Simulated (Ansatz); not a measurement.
**GeH2 (triplet): wave-function methods side by side, aug-cc-pVDZ**

Aim: climb from Hartree-Fock through coupled cluster and multireference methods for GeH2 (triplet) at one geometry and basis, and see what each rung misses.

Method: aug-cc-pVDZ, core rule «outside noble gas», up to 14 orbitals frozen; program: Ansatz 0.2.0, Gaussian basis.

The runs, in order: UHF; CCSD(T) on ROHF; CCSD(T) on UHF; BCCD(T) on ROHF; CISD; CCSDT(Q) on ROHF; CCSDT(Q) on UHF; CISDTQ; CCSDTQ on ROHF; CCSDTQ on UHF; CASSCF and MRCISD+Q, 6 electrons in 6 orbitals; CASSCF and MRCISD+Q(relaxed), 6 electrons in 6 orbitals; CASSCF and NEVPT2, 6 electrons in 6 orbitals; Full CI.

3 further runs of the same task are left out: 3 set aside as unsound or not needed.

### Step 1. What is computed

The geometry is a PBE0/def2-TZVPD stationary point (not a proven minimum) of the parent state, kept for this charge and spin. No spin-orbit coupling is included. The filled d shell of Ge may be among the frozen orbitals whatever the setting's name suggests; the logs give the count.

3 atoms, charge 0, spin multiplicity 3.

Atoms are counted from 1 here; the program's logs count them from 0.

Bond lengths: Ge1–H2 1.624 Å, Ge1–H3 1.624 Å. Angles: H2–Ge1–H3 91.0°.

### Step 2. UHF

File in.yaml:

```yaml
crystal:
  periodic: [false, false, false]
  atoms:
    - {symbol: Ge, position_ang: [0.000000, -0.030750, 0.000000]}
    - {symbol: H, position_ang: [0.000000, 1.108044, -1.158429]}
    - {symbol: H, position_ang: [0.000000, 1.108039, 1.158434]}
basis:
  gaussian: {orbitals: aug-cc-pVDZ}
magnetization: {spin_polarized: true, initial_magnetization: 2}
hamiltonian: {xc: hf}
output: {orbitals: {seedname: orbitals}}
```

Started as:

```sh
ansatz run in.yaml --threads 1 --pin off --events-out ev --progress --plain --max-ram 2746MiB --backend cpu
```

After this run come: CCSD(T) on ROHF; CCSD(T) on UHF; BCCD(T) on ROHF; CISD; CCSDT(Q) on ROHF; CCSDT(Q) on UHF; CISDTQ; CCSDTQ on ROHF; CCSDTQ on UHF; CASSCF and MRCISD+Q, 6 electrons in 6 orbitals; CASSCF and MRCISD+Q(relaxed), 6 electrons in 6 orbitals; CASSCF and NEVPT2, 6 electrons in 6 orbitals; Full CI.

**Question.** What will the summary of the whole plan be? Wanted: FCI below the RHF energy; RMP2 from FCI; UMP2 from FCI; RCCSD from FCI; RCCSD(T) from FCI; UCCSD(T) from FCI; RCCSDT(Q) from FCI; UCCSDT(Q) from FCI; NEVPT2 valence from FCI.

The runs gave:

| quantity | value |
| --- | --- |
| FCI below the RHF energy | -2.7998 eV |
| RMP2 from FCI | +16.63 kcal/mol |
| UMP2 from FCI | +16.31 kcal/mol |
| RCCSD from FCI | +2.08 kcal/mol |
| RCCSD(T) from FCI | +0.51 kcal/mol |
| UCCSD(T) from FCI | +0.26 kcal/mol |
| RCCSDT(Q) from FCI | -0.01 kcal/mol |
| UCCSDT(Q) from FCI | -0.26 kcal/mol |
| NEVPT2 valence from FCI | +12.71 kcal/mol |
| MRCISD+Q valence from FCI | +0.10 kcal/mol |
| MRCISD+Q(relaxed) valence from FCI | -0.38 kcal/mol |
| levels within 1 kcal/mol (43 meV) | RCCSD(T), UCCSD(T), BCCD(T), RCCSDT, UCCSDT, CISDTQ, RCCSDT(Q), UCCSDT(Q), RCCSDTQ, UCCSDTQ, MRCISD+Q valence, MRCISD+Q(relaxed) valence |
| T1 diagnostic | 0.024 |
| effectively unpaired electrons | 2.04 |

In words: RCCSD(T) lands +0.51 kcal/mol from the yardstick (0.8 % of the correlation energy). UCCSDT, UCCSDT(Q), UCCSDTQ, MRCISD+Q(relaxed) valence fall below full CI: unrestricted runs freeze a spin-polarised core, another one than full CI's, and coupled cluster isn't variational. One determinant dominates. Of the multireference levels listed MRCISD+Q valence comes nearest in total energy (+0.10 kcal/mol), which doesn't show that its space is the better one. These misses are within one basis, not against nature; the frozen cores of restricted and unrestricted runs differ, which can shift their rows.
